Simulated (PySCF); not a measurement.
# TiCl3: structure of the doublet

Where does doublet TiCl3 go from a trigonal pyramidal start, is the end point a minimum, and what are its modes, charges and moments?

The runs use PySCF 2.14.0; PBE0, basis Ti def2-TZVP, Cl def2-TZVP, no relativity, density fitting.

## (1) The system as given

4 atoms, charge 0, spin multiplicity 2.

Bond lengths: Ti1–Cl2 2.350 Å, Ti1–Cl3 2.350 Å, Ti1–Cl4 2.350 Å. Angles: Cl2–Ti1–Cl3 99.8°, Cl2–Ti1–Cl4 99.8°, Cl3–Ti1–Cl4 99.7°.

Z-matrix (Å, degrees; charge 0 multiplicity 2):
```
Ti
Cl 1 2.3500
Cl 1 2.3500 2 99.75
Cl 1 2.3500 2 99.75 3 -101.76
```

## (2) First SCF at the start

One driver script runs all steps and calls PySCF; scf.py shows how it sets up the SCF of each step. The optimiser is the driver's own. After this first run the driver tries any further starts and a stability analysis.

The input, scf.py:

```python
from pyscf import gto, scf, dft
mol = gto.M(atom='''
Ti     0.000000     0.000000     0.000000
Cl     2.074900     0.000000     1.103300
Cl    -1.037500     1.796900     1.103300
Cl    -1.037500    -1.796900     1.103300''',
    basis={'Ti': 'def2-TZVP', 'Cl': 'def2-TZVP'},
    charge=0, spin=1)
mf = dft.UKS(mol, xc='PBE0')
mf.grids.atom_grid = (50, 194)
aux = {'Ti': 'def2-universal-JKFIT', 'Cl': 'def2-universal-JKFIT'}
mf = mf.density_fit(auxbasis=aux)
mf.conv_tol = 1e-08
mf.diis_space = 10
mf.max_cycle = 60
mf.init_guess = 'minao'
mf.verbose = 4
mf.kernel()
```

Command:

```
> OMP_NUM_THREADS=4 python axn.py task.json out
```

Further steps of the session: Trigonal pyramidal start, doublet: relaxation; Is it a minimum? Harmonic modes.

Before running it: what results should come out? Wanted: minimum; geometry; wavenumbers; dipole moment; highest occupied, lowest empty level; polar-tensor charge of Ti1; zero-point energy; atomisation energy; ⟨S²⟩.

The runs gave:

```
                                          quantity                                     value
                                           minimum                              doublet, D3h
                                          geometry  Ti–Cl 2.190 Å (×3); Cl–Ti–Cl 120.0° (×3)
                                wavenumbers (cm⁻¹)  82 (a2''), 100 (e'), 369 (a1'), 505 (e')
                                     dipole moment                                    0.00 D
highest occupied, lowest empty level (either spin)                           -7.71, -3.27 eV
                        polar-tensor charge of Ti1                                   +1.77 e
                                 zero-point energy                                9.9 kJ/mol
                               entropy at 298.15 K                           337.8 J/(mol K)
         atomisation energy (no zero-point energy)                               1365 kJ/mol
                                              ⟨S²⟩                                     0.756
```

The trigonal pyramidal start (C3v) ends in a minimum of D3h symmetry. The strongest infrared band lies at 505 cm⁻¹ (e', stretch). Ti1 has a polar-tensor charge of +1.8 e (a dipole derivative, not a static charge), yet symmetry cancels the bond dipoles. Most of the spin sits on Ti1 (Mulliken spin 1.10, against 1 for the whole molecule). Other starts or spin states, not run here, may lie lower. Open d and f shells are described by one determinant, and the ground state may have another occupation or spin.
